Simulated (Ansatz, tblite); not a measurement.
# Cu(AsH3)(NH2) (AsCuH₅N): one state, many levels

How do method and basis change the picture of Cu(AsH3)(NH2) (AsCuH₅N) (singlet)?

The runs use Ansatz 0.2.0, Gaussian basis; as each input shows.

Plan: GFN1-xTB, GFN2-xTB, PBE-D4/def2-TZVP, r2SCAN-D4/def2-TZVP, HF/def2-TZVP, LDA/def2-TZVP, r2SCAN0-D4/def2-TZVP, ωB97M-V/def2-TZVP, B97M-V/def2-TZVP, r2SCANh-D4/def2-TZVP, ωB97X-V/def2-TZVP, PBE-D4/def2-SVP, PBE0-D4/def2-SVP, HF/STO-3G, PBE0-D4/def2-TZVPD, PBE-D4/def2-TZVPD, r2SCAN-D4/def2-TZVPD, CCSD(T)/def2-TZVPP, MP2/def2-TZVP, RPA/def2-TZVP.

### 1 The geometry

The singlet was relaxed beforehand with PBE0-D4/def2-SVP.

8 atoms, charge 0, spin multiplicity 1.

Bond lengths: Cu1–As2 2.273 Å, Cu1–N6 1.823 Å, As2–H3 1.513 Å, As2–H4 1.513 Å, As2–H5 1.513 Å, N6–H7 1.021 Å, N6–H8 1.021 Å. Angles: As2–Cu1–N6 175.8°, Cu1–As2–H3 120.0°, Cu1–As2–H4 120.5°, Cu1–As2–H5 120.6°, H3–As2–H4 96.6°, H3–As2–H5 96.8°, H4–As2–H5 96.6°, Cu1–N6–H7 113.7°, Cu1–N6–H8 113.8°, H7–N6–H8 104.9°.

Geometry (Å):

```xyz
8
charge 0, multiplicity 1
Cu    0.00420   -0.06940   -0.62960
As   -0.00163   -0.03344    1.64312
H    -1.20483   -0.54315    2.40550
H     0.13631    1.27433    2.39085
H     1.04492   -0.79304    2.42930
N     0.00422   -0.23113   -2.44579
H     0.81778    0.19100   -2.89575
H    -0.80096    0.20482   -2.89762
```

Formally the metal is d10. No spin-orbit coupling is included.

PBE0-D4/def2-TZVP was run before; its log isn't repeated, and its numbers join the tables.

### 2 GFN1-xTB

Tight binding, by tblite at 300 K electronic temperature and without a spin-polarisation term:

```python
tblite.interface.Calculator('GFN1-xTB', numbers, positions, charge=0, uhf=0).singlepoint()
```

Energy -346.5995 eV, HOMO -9.25 eV, LUMO -6.95 eV; 0.005 s.

### 3 GFN2-xTB

Tight binding, by tblite at 300 K electronic temperature and without a spin-polarisation term:

```python
tblite.interface.Calculator('GFN2-xTB', numbers, positions, charge=0, uhf=0).singlepoint()
```

Energy -317.9352 eV, HOMO -8.06 eV, LUMO -5.79 eV; 0.003 s.

### 4 PBE-D4/def2-TZVP

start.molden holds the orbitals of an earlier run on this state, given as this run's starting guess.

Contents of in.yaml:

```yaml
crystal:
  periodic: [false, false, false]
  atoms:
    - {symbol: Cu, position_ang: [0.004196, -0.069404, -0.629603]}
    - {symbol: As, position_ang: [-0.001634, -0.033436, 1.643125]}
    - {symbol: H, position_ang: [-1.204825, -0.543148, 2.405499]}
    - {symbol: H, position_ang: [0.136315, 1.274326, 2.390849]}
    - {symbol: H, position_ang: [1.044921, -0.793042, 2.429298]}
    - {symbol: N, position_ang: [0.004218, -0.231127, -2.445791]}
    - {symbol: H, position_ang: [0.817781, 0.190999, -2.895749]}
    - {symbol: H, position_ang: [-0.800961, 0.204822, -2.897619]}
basis:
  gaussian: {orbitals: def2-TZVP, initial_orbitals: start.molden}
hamiltonian: {xc: pbe, dispersion: d4}
scf: {omitted_lower_state_checks: [starts]}
output: {orbitals: {seedname: orbitals}}
```

Run with:

```bash
$ ansatz run in.yaml --threads 4 --pin off --events-out ev --progress --plain --max-ram 3916MiB
```

After this run come: r2SCAN-D4/def2-TZVP; HF/def2-TZVP; LDA/def2-TZVP; r2SCAN0-D4/def2-TZVP; ωB97M-V/def2-TZVP; B97M-V/def2-TZVP; r2SCANh-D4/def2-TZVP; ωB97X-V/def2-TZVP; PBE-D4/def2-SVP; PBE0-D4/def2-SVP; HF/STO-3G; PBE0-D4/def2-TZVPD; PBE-D4/def2-TZVPD; r2SCAN-D4/def2-TZVPD; CCSD(T)/def2-TZVPP; MP2/def2-TZVP; RPA/def2-TZVP.

Before running them: what should the planned runs give, taken together? Wanted: gap in def2-TZVP, named functionals and Hartree-Fock, smallest and largest; correlation energy, CCSD(T)/def2-TZVPP; correlation energy, MP2/def2-TZVP; binding an atom, CCSD(T)/def2-TZVPP; PBE0 total energy, smallest basis above largest.

As calculated:

| quantity | value |
| --- | --- |
| gap in def2-TZVP, named functionals and Hartree-Fock, smallest and largest | 2.80 eV (PBE-D4), 10.00 eV (HF) |
| correlation energy, CCSD(T)/def2-TZVPP | -28.55 eV |
| correlation energy, MP2/def2-TZVP | -26.39 eV |
| binding an atom, CCSD(T)/def2-TZVPP | 2.593 eV |
| PBE0 total energy, smallest basis above largest | 16.28 eV (def2-SVP, def2-TZVPD) |

In words: Orbital gaps of the named functionals and Hartree-Fock in def2-TZVP span 2.80 eV (PBE-D4) to 10.00 eV (HF); exact exchange widens it. The functionals in def2-TZVP miss CCSD(T)/def2-TZVPP by -0.010 (r2SCAN0-D4) to +0.536 eV (LDA) an atom. The reference is CCSD(T) in one finite basis, so it carries an error of its own, often a tenth of an eV or more, and near misses can't be ranked.
